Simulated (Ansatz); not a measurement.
# FeCo2: the cost of one run

Computed with Ansatz 0.2.0 (DFT PBE, scalar-relativistic, plane waves, PAW, unless a step's input says otherwise).

1 further run of the same task is left out (it didn't finish).

## (1) The starting structure

Symmetry: P6mm, No. 183, hexagonal system. Conventional cell: a = 4.174 Å, b = 4.174 Å, c = 15.000 Å, α = 90.00°, β = 90.00°, γ = 120.00°. Fe (site symmetry 6mm) is surrounded by 6 Co at 2.54 Å. Around Co (site symmetry 3m) lie 3 Co at 2.41 Å and 3 Fe at 2.54 Å.

As a file:

```xyz
3
Lattice="4.1743 0.0000 0.0000 -2.0872 3.6151 0.0000 0.0000 0.0000 15.0000" Properties=species:S:1:pos:R:3 pbc="T T F"
Fe    0.0000    0.0000    7.8950
Co    0.0000    2.4101    7.1050
Co    2.0872    1.2050    7.1050
```

Recipe of the guess: species swapped into a sheet modelled on a layer of FeB2, with Co on the B sites. Lengths come from tabulated atomic sizes and are only a guess.

It is a sheet, periodic along a and b, with vacuum along c; volumes and pressures of the box carry no meaning, and space groups named for it are those of the box.

## (2) The guess as it stands, on a coarse mesh

input.yaml reads:

```yaml
crystal:
  lattice:
    - [4.17433622, 0.0, 0.0]
    - [-2.08716811, 3.61508121, 0.0]
    - [0.0, 0.0, 15.0]
  atoms:
    - { symbol: Fe, position: [0.0, 0.0, 0.52633651], spin: 4.0 }
    - { symbol: Co, position: [0.33333333, 0.66666667, 0.47366349], spin: 3.0 }
    - { symbol: Co, position: [0.66666667, 0.33333333, 0.47366349], spin: 3.0 }
  periodic: [true, true, false]
basis:
  ecutwfc: 420
kpoints:
  mp_grid: { grid: [6, 6, 1] }
hamiltonian:
  xc: pbe
scf:
  occupations: { method: gaussian, width: 0.1 }
  lower_state_search: "off"
output:
  forces: true
  stress: true
  eigenvalues: true
  populations: true
magnetization:
  spin_polarized: true
```

Command:

```console
$ ansatz run input.yaml --threads 1 --pin off --max-ram 2560MiB --backend cpu --events-out ev --progress --plain --runs-dir out
```

What time and memory should one allow on 1 thread of Intel Xeon at 2.70GHz, shared host?

About 43 s, with a peak of 0.64 GiB.
